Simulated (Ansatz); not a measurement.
# NH₃Br (doublet): wave-function methods side by side at distance N1–H4 along a hydrogen transfer = 1.509 Å, cc-pVDZ

Aim: climb from Hartree-Fock through coupled cluster and multireference methods for NH₃Br (doublet) at one geometry and basis, and see what each rung misses.

Method: cc-pVDZ, core rule «outside noble gas», up to 15 orbitals frozen; program: Ansatz 0.2.0, Gaussian basis.

Plan: UHF; CCSD(T) on ROHF; CCSD(T) on UHF; BCCD(T) on ROHF; CISD; CCSDT(Q) on ROHF; CCSDT(Q) on UHF; CASSCF and MRCISD+Q, 3 electrons in 3 orbitals; CASSCF and NEVPT2, 3 electrons in 3 orbitals; CASSCF and NEVPT2, 15 electrons in 11 orbitals.

5 further runs of the same task are left out: 5 that didn't finish.

## (1) The system

The geometry derives from fragments relaxed apart (PBE0/def2-TZVP) and kept rigid, so it is no stationary point. A hydrogen atom is moved between rigid fragments. No spin-orbit coupling is included. The filled d shell of Br may be among the frozen orbitals whatever the setting's name suggests; the logs give the count.

5 atoms, charge 0, spin multiplicity 2.

Atoms are counted from 1 here; the program's logs count them from 0.

Bond lengths: N1–H2 1.012 Å, N1–H3 1.012 Å, H4–Br5 1.729 Å. Angles: H2–N1–H3 107.1°.

## (2) UHF

File in.yaml:

```yaml
crystal:
  periodic: [false, false, false]
  atoms:
    - {symbol: N, position_ang: [-2.678621, -0.005881, -0.009153]}
    - {symbol: H, position_ang: [-2.975901, 0.961952, -0.009152]}
    - {symbol: H, position_ang: [-2.975900, -0.408181, 0.871107]}
    - {symbol: H, position_ang: [-1.169621, -0.005881, -0.009153]}
    - {symbol: Br, position_ang: [0.559379, -0.005880, -0.009153]}
basis:
  gaussian: {orbitals: cc-pVDZ}
magnetization: {spin_polarized: true, initial_magnetization: 1}
hamiltonian: {xc: hf}
output: {orbitals: {seedname: orbitals}}
```

Launch:

```bash
$ ansatz run in.yaml --threads 1 --pin off --events-out ev --progress --plain --max-ram 2393MiB
```

After this run come: CCSD(T) on ROHF; CCSD(T) on UHF; BCCD(T) on ROHF; CISD; CCSDT(Q) on ROHF; CCSDT(Q) on UHF; CASSCF and MRCISD+Q, 3 electrons in 3 orbitals; CASSCF and NEVPT2, 3 electrons in 3 orbitals; CASSCF and NEVPT2, 15 electrons in 11 orbitals.

Q: Predict the results of all the runs planned. Wanted: UCCSDT(Q) below the RHF energy; RMP2 from UCCSDT(Q); UMP2 from UCCSDT(Q); RCCSD from UCCSDT(Q); RCCSD(T) from UCCSDT(Q); UCCSD(T) from UCCSDT(Q); RCCSDT(Q) from UCCSDT(Q); NEVPT2 pair from UCCSDT(Q); MRCISD+Q pair from UCCSDT(Q).

**Answer**, as computed:

| quantity | value |
| --- | --- |
| UCCSDT(Q) below the RHF energy | -8.9191 eV |
| RMP2 from UCCSDT(Q) | +110.3 kJ/mol |
| UMP2 from UCCSDT(Q) | +109.2 kJ/mol |
| RCCSD from UCCSDT(Q) | +22.7 kJ/mol |
| RCCSD(T) from UCCSDT(Q) | +4.5 kJ/mol |
| UCCSD(T) from UCCSDT(Q) | +4.2 kJ/mol |
| RCCSDT(Q) from UCCSDT(Q) | +0.1 kJ/mol |
| NEVPT2 pair from UCCSDT(Q) | +99.9 kJ/mol |
| MRCISD+Q pair from UCCSDT(Q) | +11.5 kJ/mol |
| NEVPT2 valence from UCCSDT(Q) | +131.8 kJ/mol |
| levels within 1 kcal/mol (43 meV) | BCCD(T), RCCSDT, UCCSDT, RCCSDT(Q) |
| T1 diagnostic | 0.036 |
| effectively unpaired electrons | 1.02 |

What this shows: RCCSD(T) lands +4.5 kJ/mol from the yardstick (0.5 % of the correlation energy). One determinant dominates. Of the multireference levels listed MRCISD+Q pair comes nearest in total energy (+11.5 kJ/mol), which doesn't show that its space is the better one. These misses are within one basis, not against nature; the frozen cores of restricted and unrestricted runs differ, which can shift their rows.
